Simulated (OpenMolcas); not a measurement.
# Ir⁶⁺ among point charges: CASSCF and CASPT2 levels and susceptibility

Aim: the splitting of the states of Ir⁶⁺ in the field of 6 point charges, its lowest levels with spin-orbit coupling and its magnetic susceptibility.

Program: OpenMolcas 26.06. Level of theory: state-averaged CASSCF and CASPT2, spin-orbit coupling by RASSI with atomic mean-field integrals. These are calculated values, not measurements, unless marked.

**1. Starting point**

```
Species                           : Ir⁶⁺ (iridium, Z = 77, 71 electrons)
Basis                             : ANO-RCC-VDZP [7s6p4d2f], 59 functions
Scalar Hamiltonian                : DKH2, point nucleus
Inactive shells                   : 1s 2s 2p 3s 3p 3d 4s 4p 4d 4f 5s 5p
Active space                      : 3 electrons in 5 orbitals (5d)
Some configurations of this space : 5d³
Orbitals                          : optimised for each spin and parity, averaged over all roots
```

The outer shells:

5d3
```
5d [↑ ][↑ ][↑ ][  ][  ]
```

The ion sits among 6 point charges of -1.7 e arranged as an octahedron (Oh), 2.08 Å from the ion.

The work runs as a chain of OpenMolcas steps in one folder; each step below is one input file. Labels, J, g values, rates, χT and fits are worked out afterwards by a script from the matrices that RASSI stores. The input lists half of the charges; inversion (Group=XYZ) makes the rest.

**2. One- and two-electron integrals**

The input, a.inp:

```
&GATEWAY
Coord
1

Ir 0.0 0.0 0.0
Basis=ANO-RCC-VDZP
Group=XYZ
NoMove
AngMom=0.0 0.0 0.0
AMFI
XField
3 Angstrom 0
2.080000 0.000000 0.000000 -1.700000
0.000000 2.080000 0.000000 -1.700000
0.000000 0.000000 2.080000 -1.700000
&SEWARD
```

Launch:

```sh
$ OMP_NUM_THREADS=1 MOLCAS_MEM=1689 MOLCAS_PROJECT=a pymolcas a.inp > a.log
```

**3. CASSCF: quartets of even parity, 10 roots**

The input, a.inp:

```
&RASSCF
FileOrb=start.orb
Symmetry=1
Spin=4
nActEl=3 0 0
Inactive=15 19
Ras2=5 0
CIRoot=10 10 1
SDav=10
CIMx=300
Iter=120 100
PrWF=0.3
OrbListing=Nothing
MaxOrb=0
>>> COPY $Project.JobIph JOB001
```

start.orb holds the contracted functions of the basis, ordered by shell, or the orbitals of the step before.

**4. CASSCF: doublets of even parity, 40 roots**

The input, a.inp:

```
&RASSCF
FileOrb=start.orb
Symmetry=1
Spin=2
nActEl=3 0 0
Inactive=15 19
Ras2=5 0
CIRoot=40 40 1
SDav=40
CIMx=300
Iter=120 100
PrWF=0.3
OrbListing=Nothing
MaxOrb=0
>>> COPY $Project.JobIph JOB002
```

**5. State interaction with spin-orbit coupling**

The input, a.inp:

```
&RASSI
NrOfJobIphs=2 10 40
1 2 3 4 5 6 7 8 9 10
1 2 3 4 5 6 7 8 9 10 11 12 13 14 15 16 17 18 19 20 21 22 23 24 25 26 27
28 29 30 31 32 33 34 35 36 37 38 39 40
IphNames
JOB001
JOB002
EJob
SpinOrbit
DIPRint=1.0
SOCoupling=1000.0
Subsets=2
Property=9
'ANGMOM' 1 'ANGMOM' 2 'ANGMOM' 3 'MLTPL  1' 1 'MLTPL  1' 2 'MLTPL  1' 3
'AMFI' 1 'AMFI' 2 'AMFI' 3
SOProperty=3
'ANGMOM' 1 'ANGMOM' 2 'ANGMOM' 3
```

**6. CASPT2: IPEA 0.25, imaginary shift 0.1 (closed shells correlated: 5s 5p)**

The input, a.inp:

```
>>> COPY JOB001 $Project.JobIph
&CASPT2
Multistate=10 1 2 3 4 5 6 7 8 9 10
NoMult
Frozen=14 16
IPEA=0.25
Imaginary=0.1
MaxIter=60
WThr=0.0 0.3 0.05
PrWF=0.5
NoMix
>>> COPY JOB002 $Project.JobIph
&CASPT2
Multistate=40 1 2 3 4 5 6 7 8 9 10 11 12 13 14 15 16 17 18 19 20 21 22
23 24 25 26 27 28 29 30 31 32 33 34 35 36 37 38 39 40
NoMult
Frozen=14 16
IPEA=0.25
Imaginary=0.1
MaxIter=60
WThr=0.0 0.3 0.05
PrWF=0.5
NoMix
```

(Steps that only read results are left out.)

**Question.** What will these runs give? Wanted: spin-free ground state; first state of the same spin within the active space; lowest level; next level.

As calculated:

```
                                            quantity                                                                        value
                                              method  SS-CASPT2, IPEA 0.25, imaginary shift 0.1 (closed shells correlated: 5s 5p)
                              spin-free ground state                                              4A2, 1-fold in its orbital part
first state of the same spin within the active space                                                             4T2 at 4820 cm⁻¹
                                        lowest level                                                                    4-fold Γ8
                                          next level                                                                  8178.4 cm⁻¹
                                         χT at 300 K                                                               0.12 cm³ K/mol
                           effective moment at 300 K                                                                      0.98 μB
```

Cost by method:

```csv
method,time of its own steps,time with the reference
A. CASSCF,9 s,9 s
"B. SS-CASPT2, IPEA 0.25, imaginary shift 0.1, +5s 5p",3 s,12 s
```

Times are of one thread on a shared host.

**Reading.** The spin-free ground state (4A2) comes to 100 % from free-ion F terms and keeps the highest spin of the shell. χT at 300 K is 0.12, against 1.88 cm³ K/mol for the spin alone, so spin-orbit coupling lowers it. CASPT2 does not keep the components of a term degenerate, and the means are used. The field of point charges can differ much from that of real complexes. This is an electrostatic model: the charges have no orbitals.
